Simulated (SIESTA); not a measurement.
In4GeSb2Te:

```
Te Sb In Ge
1.0
    -3.28172    3.28172    6.55724
     3.28172   -3.28172    6.55724
     3.28172    3.28172   -6.55724
Te Sb In Ge
1 2 4 1
Direct
  0.00095 0.99157 0.98916
  0.75726 0.25471 0.50195
  0.23906 0.74439 0.48684
  0.14518 0.59944 0.99532
  0.39729 0.39749 0.54693
  0.60341 0.14947 0.99600
  0.85185 0.85739 0.46288
  0.50411 0.50681 0.00597
```

The cell comes from a database or a generator and needn't be the stable form of this composition.

The cell isn't the ideal one: atoms moved at random, drawn with an rms of 0.05 Å.

Base run:

| Quantity | Value |
| --- | --- |
| Program | SIESTA 5.4.2 |
| Functional | PBEsol |
| Potentials or basis | PseudoDojo 0.4 standard (PBEsol files) |
| Basis | DZP (energy shift 0.003 Ry; two zetas on semicore shells) |
| Grid cutoff | 800 Ry |
| Energy shift | 0.003 Ry |
| k mesh | 6 × 6 × 6 |
| Occupations | fermi-dirac, width 0.05 eV |
| Spin | no spin polarisation |

Its results: band gap on the k mesh none (metal or under the smearing width); pressure -1.8 GPa; largest force 0.544 eV/Å.

Problem. The run is repeated on the same cell with these changes: functional from PBEsol to PBE; potentials or basis from PseudoDojo 0.4 standard (PBEsol files) to PseudoDojo 0.4 standard (PBE files). What comes out?

Solution. Band gap on the k mesh none (metal or under the smearing width); pressure 0.2 GPa; largest force 0.569 eV/Å.

Caveats: the basis of atomic orbitals isn't converged, which shifts pressures, moduli and gaps.
